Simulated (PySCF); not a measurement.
**MoOOH: structure of the quartet**

Aim: relax MoOOH as a quartet from a linear start, check by its vibrations whether the end is a minimum, and collect its spectrum and constants.

Program: PySCF 2.14.0. Level of theory: PBE0, basis Mo def2-TZVP with ECP28, O def2-TZVP, H def2-TZVP, scalar-relativistic core potentials, no spin–orbit coupling, density fitting. These are calculated values, not measurements.

## (1) The starting structure

4 atoms, charge 0, spin multiplicity 4.

Bond lengths: Mo1–O2 1.780 Å, Mo1–O3 2.010 Å, O3–H4 0.960 Å. Angles: O2–Mo1–O3 180.0°, Mo1–O3–H4 130.0°.

```xyz
4
charge 0 multiplicity 4
Mo    0.0000    0.0000    0.0000
O     0.0000    0.0000    1.7800
O     0.0000    0.0000   -2.0100
H     0.7354    0.0000   -2.6271
```

## (2) Finding the electronic state

One driver script runs all steps and calls PySCF; scf.py shows how it sets up the SCF of each step. The optimiser is the driver's own. After this first run the driver tries any further starts and a stability analysis.

The input, scf.py:

```python
from pyscf import gto, scf, dft
mol = gto.M(atom='''
Mo     0.000000     0.000000     0.000000
O      0.000000     0.000000     1.780000
O      0.000000     0.000000    -2.010000
H      0.735400     0.000000    -2.627100''',
    basis={'Mo': 'def2-TZVP', 'O': 'def2-TZVP', 'H': 'def2-TZVP'},
    ecp={'Mo': 'def2-TZVP'},
    charge=0, spin=3)
mf = dft.UKS(mol, xc='PBE0')
mf.grids.atom_grid = (50, 194)
aux = {'Mo': 'def2-universal-JKFIT', 'O': 'def2-universal-JKFIT', 'H': 'def2-universal-JKFIT'}
mf = mf.density_fit(auxbasis=aux)
mf.conv_tol = 1e-08
mf.diis_space = 10
mf.max_cycle = 60
mf.init_guess = 'minao'
mf.verbose = 4
mf.kernel()
```

Command:

```bash
> OMP_NUM_THREADS=4 python axn.py task.json out
```

Standard output:

```text
init E= -212.521125681482
[... the frontier-level lines of each cycle are left out ...]
cycle= 1 E= -218.757277051221  delta_E= -6.24  |g|= 0.931  |ddm|= 2.79
cycle= 2 E= -214.868560123747  delta_E= 3.89  |g|= 2.78  |ddm|= 2.07
cycle= 3 E= -218.907173116682  delta_E= -4.04  |g|= 0.722  |ddm|= 1.75
cycle= 4 E= -219.103508411423  delta_E= -0.196  |g|= 0.351  |ddm|= 0.715
cycle= 5 E= -219.142376822454  delta_E= -0.0389  |g|= 0.146  |ddm|= 0.288
cycle= 6 E= -219.150988601657  delta_E= -0.00861  |g|= 0.0653  |ddm|= 0.124
cycle= 7 E= -219.153333827777  delta_E= -0.00235  |g|= 0.0155  |ddm|= 0.0748
cycle= 8 E= -219.153649067701  delta_E= -0.000315  |g|= 0.00494  |ddm|= 0.0365
cycle= 9 E= -219.153761526077  delta_E= -0.000112  |g|= 0.00305  |ddm|= 0.0259
cycle= 10 E= -219.153811659835  delta_E= -5.01e-05  |g|= 0.00222  |ddm|= 0.023
cycle= 11 E= -219.153817972285  delta_E= -6.31e-06  |g|= 0.00154  |ddm|= 0.00714
cycle= 12 E= -219.153819659056  delta_E= -1.69e-06  |g|= 0.00051  |ddm|= 0.00253
cycle= 13 E= -219.153819964432  delta_E= -3.05e-07  |g|= 0.000135  |ddm|= 0.00092
cycle= 14 E= -219.153820032238  delta_E= -6.78e-08  |g|= 6.56e-05  |ddm|= 0.000615
cycle= 15 E= -219.153820053604  delta_E= -2.14e-08  |g|= 3.55e-05  |ddm|= 0.000455
cycle= 16 E= -219.153820056304  delta_E= -2.7e-09  |g|= 1.02e-05  |ddm|= 0.000132
Extra cycle  E= -219.153820056456  delta_E= -1.52e-10  |g|= 1.62e-05  |ddm|= 3.05e-05
converged SCF energy = -219.153820056456  <S^2> = 3.8396689  2S+1 = 4.044586
```

This step, with its further starts and checks, ran for 11 s (4 threads of Arm Neoverse V1, shared host).

The starts that the driver tried:

```tsv
start	energy (Eh)
the minimal-basis guess	-219.153820
a thermally smeared density	-219.153820
a smeared PBE density	-219.153820
```

The test of internal stability and the other starts found no lower solution of this spin.

## (3) Relaxing the quartet from the linear start

The program finds Cs symmetry in the start, which this walk keeps. The walk stops when the largest gradient is under 0.0003 Eh/bohr and the energy has settled too.

Changes to scf.py since step 2:

```diff
@@ -3,4 +3,4 @@
-Mo     0.000000     0.000000     0.000000
-O      0.000000     0.000000     1.780000
-O      0.000000     0.000000    -2.010000
-H      0.735400     0.000000    -2.627100''',
+Mo    -0.005662     0.000000     0.048330
+O     -0.005662     0.000000     1.828330
+O     -0.005662     0.000000    -1.961670
+H      0.729738     0.000000    -2.578770''',
@@ -17 +16,0 @@
-mf.init_guess = 'minao'
```

Steps of the walk:

```tsv
step	energy (Eh)	change (kJ/mol)	largest symmetric gradient (Eh/bohr)
0	-219.153820	0.00	0.07236
1	-219.164736	-28.66	0.02243
2	-219.168441	-38.39	0.01792
3	-219.168990	-39.83	0.06750
4	-219.174963	-55.51	0.01350
5	-219.175437	-56.76	0.01214
6	-219.175736	-57.54	0.00879
7	-219.175935	-58.06	0.00710
8	-219.176543	-59.66	0.00844
9	-219.177087	-61.09	0.00413
10	-219.177360	-61.80	0.00754
11	-219.177459	-62.06	0.00582
12	-219.177547	-62.29	0.00492
13	-219.177572	-62.36	0.00187
14	-219.177580	-62.38	0.00145
15	-219.177582	-62.39	0.00103
16	-219.177584	-62.39	0.00014
```

The walk took 32 s.

It settles in Cs symmetry, 62.4 kJ/mol below the start, after 16 steps: Mo–O 1.675 Å, Mo–O 1.887 Å, O–H 0.957 Å; H–O–Mo 139.8°, O–Mo–O 143.2°.

## (4) Hessian and properties

The point is checked on the finer grid, and tightened if its gradient asks for it. The Hessian and the dipole derivatives come from central differences of analytic gradients, with steps of 0.02 bohr.

Changes to scf.py since step 3:

```diff
@@ -3,4 +3,4 @@
-Mo    -0.005662     0.000000     0.048330
-O     -0.005662     0.000000     1.828330
-O     -0.005662     0.000000    -1.961670
-H      0.729738     0.000000    -2.578770''',
+Mo    -0.144398     0.000000     0.054516
+O      0.517307     0.000000     1.593513
+O      0.298543     0.000000    -1.779590
+H      1.070522     0.000000    -2.345095''',
@@ -11 +11 @@
-mf.grids.atom_grid = (50, 194)
+mf.grids.atom_grid = (75, 302)
@@ -14 +14 @@
-mf.conv_tol = 1e-08
+mf.conv_tol = 1e-10
```

The driver hands on the density of the step before, so the log starts near convergence.

Log of the central SCF (cycles and frontier levels):

```text
init E= -219.177565737179
[... the frontier-level lines of each cycle are left out ...]
cycle= 1 E= -219.17756573718  delta_E= -1.42e-12  |g|= 2.11e-06  |ddm|= 2.74e-06
Extra cycle  E= -219.177565737172  delta_E= 8.3e-12  |g|= 5.37e-06  |ddm|= 3.83e-06
converged SCF energy = -219.177565737172  <S^2> = 3.7765358  2S+1 = 4.0132459
```

The whole step took 53 s.

Geometry: Cs; Mo–O 1.675 Å, Mo–O 1.887 Å, O–H 0.957 Å; H–O–Mo 139.8°, O–Mo–O 143.2°.

Harmonic modes (main isotopes):

```csv
symmetry,ω (cm⁻¹),IR (km/mol)
a',174,9.0
a'',459,85.8
a',555,155
a',714,96.3
a',1027,224
a',3938,202
```

All wavenumbers are real: a minimum.

Properties at this point:

* Dipole moment: 2.38 D
* Highest occupied level: -6.01 eV
* Lowest empty level: -2.29 eV
* Rotational constants: 1.898, 0.1736, 0.159 cm⁻¹
* Zero-point energy: 41.1 kJ/mol
* Principal polarisabilities: 44.8, 47.7, 55.4 bohr³
* Atomisation energy without zero-point energy: 1404 kJ/mol
* Principal traceless quadrupole moments about the centre of mass: -9.05, 1.53, 7.52 D Å
* Entropy at 298.15 K and 1 bar (electronic part: spin only): 294.2 J/(mol K)
* Heat capacity Cp at 298.15 K: 56.3 J/(mol K)
* Enthalpy at 298.15 K above 0 K: 13.03 kJ/mol
* Rotational symmetry number: 1
* Spin squared ⟨S²⟩: 3.777

Charges (e) and bond orders:

| atom | Mulliken | Löwdin | polar tensor | spin (Mulliken) | Mayer order to Mo1 |
| --- | --- | --- | --- | --- | --- |
| Mo1 | 1.01 | 0.52 | 1.21 | 3.14 | – |
| O2 | -0.58 | -0.32 | -0.73 | -0.11 | 2.10 |
| O3 | -0.77 | -0.37 | -0.80 | -0.03 | 0.89 |
| H4 | 0.34 | 0.16 | 0.32 | 0.00 | 0.02 |

Mulliken populations on Mo1 (outside its core potential): s 2.61, p 6.20, d 4.13, f 0.05.

## (5) Summary of results

```
                                          quantity                                                                  value
                                           minimum                                                            quartet, Cs
                                          geometry  Mo–O 1.675 Å, Mo–O 1.887 Å, O–H 0.957 Å; H–O–Mo 139.8°, O–Mo–O 143.2°
                                wavenumbers (cm⁻¹)          174 (a'), 459 (a''), 555 (a'), 714 (a'), 1027 (a'), 3938 (a')
                                     dipole moment                                                                 2.38 D
highest occupied, lowest empty level (either spin)                                                        -6.01, -2.29 eV
                        polar-tensor charge of Mo1                                                                +1.21 e
                                 zero-point energy                                                            41.1 kJ/mol
                               entropy at 298.15 K                                                        294.2 J/(mol K)
         atomisation energy (no zero-point energy)                                                            1404 kJ/mol
                                              ⟨S²⟩                                                                  3.777
```

What this shows: The linear start keeps its Cs symmetry and ends in a minimum. The strongest infrared band lies at 1027 cm⁻¹ (a'). Most of the spin sits on Mo1 (Mulliken spin 3.14, against 3 for the whole molecule). Only this shape and spin were tried, so other structures or states may lie lower. One determinant may miss the lowest occupation of an open d or f shell.

The search up to here took 96 s.
